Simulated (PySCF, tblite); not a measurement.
# C6H7B2F: geometry, infrared bands and NMR shifts

Aim: predict the infrared bands and NMR shifts of C6H7B2F (`C=CB1C=CB(F)C=C1`).

Programs: tblite 0.8.0 and PySCF 2.14.0, with density-fitted response routines of our own. Each step states its level of theory. These are calculated values for one molecule in the gas phase, unless marked as measured. Atoms count from 0, in the outputs and in this text.

## 1. Starting geometry

16 atoms, charge 0, multiplicity 1; geometry from: force field or distance geometry start.

Bonds of the start (Å): C0–C1 1.35, C1–B2 1.54, B2–C3 1.56, C3–C4 1.33, C4–B5 1.59, B5–F6 1.46, B5–C7 1.58, C7–C8 1.33, C8–B2 1.56, C0–H9 1.07, C0–H10 1.11, C1–H11 1.08, C3–H12 1.08, C4–H13 1.09, C7–H14 1.09, C8–H15 1.08.

## 2. Geometry optimisation with GFN2-xTB

The job: settings as JSON, then the geometry in Å.

```
{"job": {"kind": "relax", "xc": "GFN2-xTB", "basis": "xTB"}, "charge": 0, "multiplicity": 1}
C      2.689500    -0.065600     0.656800
C      2.038300     0.262900    -0.477300
B      0.495800     0.200900    -0.434600
C     -0.260400     1.078300     0.616300
C     -1.559300     0.936400     0.875700
B     -2.411500    -0.130100     0.064200
F     -3.589400    -0.722100     0.688800
C     -1.661800    -1.011600    -1.009700
C     -0.358600    -0.848000    -1.219900
H      3.757800    -0.061100     0.756400
H      2.103400    -0.351000     1.550300
H      2.586500     0.543900    -1.370300
H      0.283100     1.807500     1.197500
H     -2.061700     1.556500     1.617800
H     -2.235300    -1.748500    -1.575200
H      0.176100    -1.439700    -1.948300
```

Command:

```console
OMP_NUM_THREADS=1 python probes_run.py task.json out
```

One launch serves the whole session: the jobs run in the order shown.

**Question.** This job is followed by: GFN2-xTB harmonic vibrations, gas phase; GIAO PBE0/pcSseg-1 NMR shielding, non-relativistic, gas phase. What will the session give for the following? strongest single infrared mode (GFN2-xTB); zero-point energy (GFN2-xTB); 13C shifts against TMS (PBE0/pcSseg-1, means over atoms taken as alike); 1H shifts against TMS (PBE0/pcSseg-1, means over atoms taken as alike); 11B shifts against BF3·OEt2 (PBE0/pcSseg-1); 19F shifts against CFCl3 (PBE0/pcSseg-1).

As calculated:

| quantity | value |
| --- | --- |
| strongest single infrared mode (GFN2-xTB) | 1255 cm⁻¹, 247 km/mol |
| zero-point energy (GFN2-xTB) | 72.2 kcal/mol |
| 13C shifts against TMS (PBE0/pcSseg-1, means over atoms taken as alike) | 168.9, 160.7, 155.3, 153.5 ppm |
| 1H shifts against TMS (PBE0/pcSseg-1, means over atoms taken as alike) | 7.93, 7.30, 7.22, 7.08, 7.08 ppm |
| 11B shifts against BF3·OEt2 (PBE0/pcSseg-1) | 47.8, 39.8 ppm |
| 19F shifts against CFCl3 (PBE0/pcSseg-1) | -53.9 ppm |

What this shows: Relaxing lowered the energy by 0.579 eV in 133 steps; the close pair that moved most is B5–F6, from 1.459 to 1.329 Å. All 42 modes are real, so the xTB geometry is a minimum. The strongest single mode, at 1255 cm⁻¹, moves mainly B5. GFN2-xTB is a fitted tight-binding method: band positions and strengths are rough. Its intensities can rank the bands wrongly. At PBE0/pcSseg-1: Shielding is most anisotropic at F6 (span 404 ppm, paramagnetic term -239 ppm).
